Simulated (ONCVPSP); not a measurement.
**Pseudopotential generation for arsenic: ONCV, PBEsol**

Do these settings give a usable potential? It is generated, then checked for transferability, scattering, ghosts and hardness.

Method: ONCVPSP 4.0.1.1 (patched build), PBEsol, scalar-relativistic.

15 further runs of the same task are left out: 4 that didn't finish, 11 set aside as unsound or not needed.

## 1. The atom and the settings

Typed settings, in words:

| Property | Result |
| --- | --- |
| element | arsenic (As, Z = 33) |
| type | optimised norm-conserving Vanderbilt (ONCV) |
| frozen core | [Ar] |
| valence charge | 15 |
| reference configuration | 3d10 4s2 4p3 |
| partial waves | 4s: rc 1.60 bohr, ncon 5, nbas 8, qcut 4.4 1/bohr, 2 projectors, debl 3.8 Ha; 4p: rc 2.20 bohr, ncon 3, nbas 8, qcut 4.4 1/bohr, 2 projectors, debl 1.6 Ha; 3d: rc 0.95 bohr, ncon 4, nbas 8, qcut 17.3 1/bohr, local |
| local potential | the d channel |
| core correction | Teter function, fcfact 5.75, rcfact 1.4 |

The outer shells as boxes (Hund's rule for the drawing; the calculation is spin-unpolarised):

```
[Ar] core
3d [↑↓][↑↓][↑↓][↑↓][↑↓]
4s [↑↓]
4p [↑ ][↑ ][↑ ]
```

The nodes and maxima of the atom's own shells, from an earlier all-electron run, set the scale for the radii.

All-electron outer shells of the reference configuration (PBEsol, scalar-relativistic, ld1.x):

```
shell  level (eV)  outermost node (bohr)  outermost maximum (bohr)
   3s     -189.91                   0.25                      0.52
   3p     -133.47                   0.22                      0.52
   3d      -40.64                      –                      0.47
   4s      -14.50                   0.73                      1.61
   4p       -5.20                   0.78                      1.97
```

## 2. Generation

As.dat reads:

```
# ATOM AND REFERENCE CONFIGURATION
# atsym  z   nc   nv     iexc    psfile
  As 33.00    5    3  -116133      upf
#
#   n    l    f
    1    0    2.00
    2    0    2.00
    2    1    6.00
    3    0    2.00
    3    1    6.00
    3    2   10.00
    4    0    2.00
    4    1    3.00
#
# PSEUDOPOTENTIAL AND OPTIMIZATION
# lmax
    2
#
#   l,   rc,      ep,       ncon, nbas, qcut
    0    1.60    0.00    5    8    4.40
    1    2.20    0.00    3    8    4.40
    2    0.95    0.00    4    8   17.30
#
# LOCAL POTENTIAL
# lloc, lpopt,  rc(5),   dvloc0
    2    5    0.95    0.00
#
# VANDERBILT-KLEINMAN-BYLANDER PROJECTORs
# l, nproj, debl
    0    2    3.80
    1    2    1.60
    2    0    2.30
#
# MODEL CORE CHARGE
# icmod, fcfact, rcfact
    3    5.75    1.40
#
# LOG DERIVATIVE ANALYSIS
# epsh1, epsh2, depsh
   -3.00    5.00    0.02
#
# OUTPUT GRID
# rlmax, drl
    6.00    0.01
#
# TEST CONFIGURATIONS
# ncnf
    4
# nvcnf
#   n    l    f
    3
    3    2   10.00
    4    0    2.00
    4    1    2.00
#
    3
    3    2   10.00
    4    0    2.00
    4    1    1.00
#
    3
    3    2   10.00
    4    0    2.00
    4    1    0.00
#
    3
    3    2   10.00
    4    0    1.00
    4    1    0.00
#
```

Launch:

```
oncvpsp.x < As.dat > As.out
```

Before running it: what results should come out? Wanted: cutoffs for 1 and 0.1 mHa per electron, occupied waves; bound ghosts; GHOST(+) flags; largest test error; largest phase difference near zero energy, channels read; rms error of d²Exc/dn², without and with the model core.

As calculated:

```
                                                quantity                             value
  cutoffs for 1 and 0.1 mHa per electron, occupied waves                 118 Ha and 131 Ha
                                            bound ghosts  s at -378.18 eV, p at -128.50 eV
                                          GHOST(+) flags                       s at 204 eV
                            largest test error (AE − PS)         -93 meV, for 3d10 4s1 4p0
largest phase difference near zero energy, channels read                         0.019 rad
 rms error of d²Exc/dn², without and with the model core                 7.23 and 3.75 mHa
```

**Reading.** It has a bound ghost (s, p), a state that the atom doesn't have, and that rules the file out. Close by lies the frozen 3p level (-133.5 eV). By total energies transferability is fair: the largest error is 93 meV on 105.5 eV, for 3d10 4s1 4p0. That test lies far up in energy; among those under 40 eV, nearer to bonding, the largest error is 18 meV. It counts as very hard, with 118 Ha needed at the looser tolerance. At the looser tolerance the 3d wave is the slowest; 4s needs 10 Ha. Near zero energy the phases of the channels with partial waves agree within 0.019 rad. The program also flags highly localised states, GHOST(+) (s). These are tests on the free atom; a crystal test is still owed.
